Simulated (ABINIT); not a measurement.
Runs of ABINIT 10.8.3 (patched build) on Cu3O2. The structure is tetragonal, space group I4/mmm (No. 139). Conventional cell: a = 4.046 Å, b = 4.046 Å, c = 7.347 Å, α = 90.00°, β = 90.00°, γ = 90.00°. Around Cu (site symmetry 4/mmm) lie 4 O at 2.02 Å. Around Cu (site symmetry -4m2) lie 2 O at 1.84 Å. O (site symmetry mmm) is surrounded by 4 Cu at 1.84 to 2.02 Å. The cell comes from a database or a generator and needn't be the stable form of this composition.

```csv
task,level,potentials or basis,cell,k mesh,cell freedom (optcell),cutoff smearing ecutsm (Ha),optimiser (ionmov),force stop (Ha/bohr),mesh quality,gap on the mesh (eV),pressure (GPa),relaxed volume (Å³/atom)
band structure,PBEsol,JTH PAW PBE v2.0,as given,9 × 9 × 9,-,-,-,-,not flagged,none,-5.9,-
relaxation of cell and atoms,LDA,JTH PAW LDA v2.0,relaxed,6 × 6 × 6,2,0.5,22,0.0001,coarse,none,0.0,11.03
band structure,LDA,JTH PAW LDA v2.0,as given,9 × 9 × 9,-,-,-,-,not flagged,none,(a),-
relaxation of cell and atoms,PBEsol,JTH PAW PBE v2.0,relaxed,5 × 5 × 5,2,0.5,22,0.0001,coarse,none,0.0,11.50
single point,PBEsol,JTH PAW PBE v2.0,"atoms moved at random, drawn with an rms of 0.05 Å",9 × 9 × 9,-,-,-,-,not flagged,none,-5.1,-
```

Alike in all rows: no spin polarisation; cutoff (eV) 707; smearing fermi-dirac 0.05 eV.

Fill in the values left out.

(a) -11.7.

Caveats: some runs use coarse meshes; an odd number of electrons without spin polarisation forces a metal; a magnetic or distorted state may lie lower; the run has no spin polarisation, though such a crystal can be magnetic; semilocal functionals often make such compounds metallic where correlation or magnetic order opens a gap, which also shifts bond lengths; the PAW data sets were made with another functional, which shifts forces and pressure a little (some runs); the atomic spheres overlap (some runs).

A gap of «none» marks a metal or a gap under the smearing width.

Runs at the PBE level aren't shown here.
